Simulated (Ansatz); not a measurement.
# CsVI3: the cost of one run

Method: DFT r²SCAN+U (U_eff = 2 eV on V d), plane waves, PAW, in Ansatz 0.2.0.

1 further run of the same task is left out (it didn't finish). Runs told in other sessions of the task aren't counted.

## Step 1: The starting structure

The structure is hexagonal, space group P6_3/mmc (No. 194). The conventional cell has a = 8.124 Å, b = 8.124 Å, c = 6.774 Å, α = 90.00°, β = 90.00°, γ = 120.00°. Around Cs (site symmetry -6m2) lie 12 I at 4.06 to 4.10 Å. V (site symmetry -3m) has 6 I at 2.92 Å in its first shell of neighbours. I (site symmetry mm2) has 2 V at 2.92 Å and 4 Cs at 4.06 to 4.10 Å in its first shell of neighbours.

Coordinates:

```cif
data_structure
_symmetry_space_group_name_H-M 'P 1'
_symmetry_Int_Tables_number 1
_cell_length_a 8.1240
_cell_length_b 8.1240
_cell_length_c 6.7740
_cell_angle_alpha 90.000
_cell_angle_beta 90.000
_cell_angle_gamma 120.000
_cell_volume 387.18
loop_
_atom_site_label
_atom_site_type_symbol
_atom_site_fract_x
_atom_site_fract_y
_atom_site_fract_z
_atom_site_occupancy
Cs1 Cs 0.33333 0.66667 0.25000 1
Cs2 Cs 0.66667 0.33333 0.75000 1
V1 V 0.00000 0.00000 0.00000 1
V2 V 0.00000 0.00000 0.50000 1
I1 I 0.16900 0.83100 0.75000 1
I2 I 0.33800 0.16900 0.25000 1
I3 I 0.16900 0.33800 0.75000 1
I4 I 0.83100 0.16900 0.25000 1
I5 I 0.66200 0.83100 0.75000 1
I6 I 0.83100 0.66200 0.25000 1
```

Magnetic order typed: opposed in the cell.

## Step 2: From atoms, symmetry kept, no search

The input, input.yaml:

```yaml
crystal:
  lattice:
    - [8.12399966, 0.0, 0.0]
    - [-4.06199983, 7.03559008, 0.0]
    - [0.0, 0.0, 6.77399985]
  atoms:
    - { symbol: Cs, position: [0.3333333333, 0.6666666667, 0.25] }
    - { symbol: Cs, position: [0.6666666667, 0.3333333333, 0.75] }
    - { symbol: V, position: [0.0, 0.0, 0.0], spin: 3.0 }
    - { symbol: V, position: [0.0, 0.0, 0.5], spin: -3.0 }
    - { symbol: I, position: [0.169, 0.831, 0.75] }
    - { symbol: I, position: [0.338, 0.169, 0.25] }
    - { symbol: I, position: [0.169, 0.338, 0.75] }
    - { symbol: I, position: [0.831, 0.169, 0.25] }
    - { symbol: I, position: [0.662, 0.831, 0.75] }
    - { symbol: I, position: [0.831, 0.662, 0.25] }
basis:
  ecutwfc: 500
  ecutrho_ratio: 4
kpoints:
  mp_grid: { grid: [3, 3, 3] }
hamiltonian:
  xc: r2scan
  hubbard:
    sites: [{ site: 2, l: d, u_eff: 2.0 }, { site: 3, l: d, u_eff: 2.0 }]
scf:
  occupations: { method: gaussian, width: 0.05 }
  lower_state_search: "off"
  max_iter: 150
output:
  forces: true
  stress: true
  eigenvalues: true
  populations: true
  hubbard: { sites: [{ site: 2, l: d }, { site: 3, l: d }] }
magnetization:
  spin_polarized: true
```

Command:

```console
ansatz run input.yaml --threads 8 --pin off --max-ram 12288MiB --backend cpu --events-out ev --progress --plain --runs-dir out
```

**Question.** How long does this run take on 8 threads of Arm Neoverse V2, shared host, and how much memory does it need?

About 19 s, with a peak of 2.8 GiB.
